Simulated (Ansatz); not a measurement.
# TaNb2N3: the cost of one run

Computed with Ansatz 0.2.0 (DFT PBE, scalar-relativistic, plane waves, PAW, unless a step's input says otherwise).

### Step 1. The system as given

Symmetry: P-6m2, No. 187, hexagonal system. The conventional cell has a = 4.238 Å, b = 4.238 Å, c = 4.887 Å, α = 90.00°, β = 90.00°, γ = 120.00°. Ta (site symmetry -6m2) is surrounded by 5 N at 2.44 to 2.45 Å and 3 Nb at 2.45 Å. Around Nb (site symmetry -6m2) lie 2 Nb at 2.44 Å and 3 Ta at 2.45 Å and 3 N at 2.45 Å. Nb (site symmetry -6m2) is surrounded by 2 Nb at 2.44 Å and 6 N at 2.45 Å. N (site symmetry -6m2) is surrounded by 2 Ta at 2.44 Å and 3 Nb at 2.45 Å and 3 N at 2.45 Å. N (site symmetry -6m2) is surrounded by 2 N at 2.44 Å and 3 Ta at 2.45 Å and 3 Nb at 2.45 Å. Around N (site symmetry -6m2) lie 5 N at 2.44 to 2.45 Å and 3 Nb at 2.45 Å.

As a file:

```xyz
6
Lattice="4.2376 0.0000 0.0000 -2.1188 3.6699 0.0000 0.0000 0.0000 4.8872" Properties=species:S:1:pos:R:3 pbc="T T T"
Ta    0.0000    0.0000    2.4436
Nb    2.1188    1.2233    2.4436
Nb    2.1188    1.2233    0.0000
N     0.0000    0.0000    0.0000
N     0.0000    2.4466    2.4436
N     0.0000    2.4466    0.0000
```

The cell was relaxed beforehand at this level, from a generated guess; it is a trial structure. At a tolerance of 0.05 Å it has space group P-6m2 (No. 187); it has 12.67 Å³/atom, an uncorrected energy of +1.45 eV/atom over the elements.

### Step 2. Static run: bands, density of states and charges

Input file input.yaml:

```yaml
crystal:
  lattice:
    - [4.2376376703, 0.0, 0.0]
    - [-2.1188188352, 3.6699018745, 0.0]
    - [0.0, 0.0, 4.8871836172]
  atoms:
    - { symbol: Ta, position: [0.0, 0.0, 0.5] }
    - { symbol: Nb, position: [0.6666666667, 0.3333333333, 0.5] }
    - { symbol: Nb, position: [0.6666666667, 0.3333333333, 0.0] }
    - { symbol: "N", position: [0.0, 0.0, 0.0] }
    - { symbol: "N", position: [0.3333333333, 0.6666666667, 0.5] }
    - { symbol: "N", position: [0.3333333333, 0.6666666667, 0.0] }
basis:
  ecutwfc: 420
kpoints:
  mp_grid: { grid: [12, 12, 8] }
  band_path:
    path:
      - [[0.0, 0.0, 0.0], [0.5, 0.0, 0.0], [0.33333333, 0.33333333, 0.0], [0.0, 0.0, 0.0], [0.0, 0.0, 0.5], [0.5, 0.0, 0.5], [0.33333333, 0.33333333, 0.5], [0.0, 0.0, 0.5]]
      - [[0.5, 0.0, 0.5], [0.5, 0.0, 0.0]]
      - [[0.33333333, 0.33333333, 0.5], [0.33333333, 0.33333333, 0.0]]
    npoints: 14
hamiltonian:
  xc: pbe
scf:
  occupations: { method: gaussian, width: 0.1 }
  n_extra_bands: 15
output:
  forces: true
  stress: true
  eigenvalues: true
  populations: true
  dos: { projected: true, de: 0.02, nscf_kmesh: { grid: [15, 15, 10] } }
  bader: true
  write_density: true
  write_potential: true
  elf: true
  volumetric_format: npy
```

Started as:

```
ansatz run input.yaml --threads 1 --pin off --max-ram 2560MiB --backend cpu --events-out ev --progress --plain --runs-dir out
```

Q: Estimate wall time and peak memory on 1 thread of AMD EPYC (Zen 3), shared host.

About 5.7 min, with a peak of 0.62 GiB.
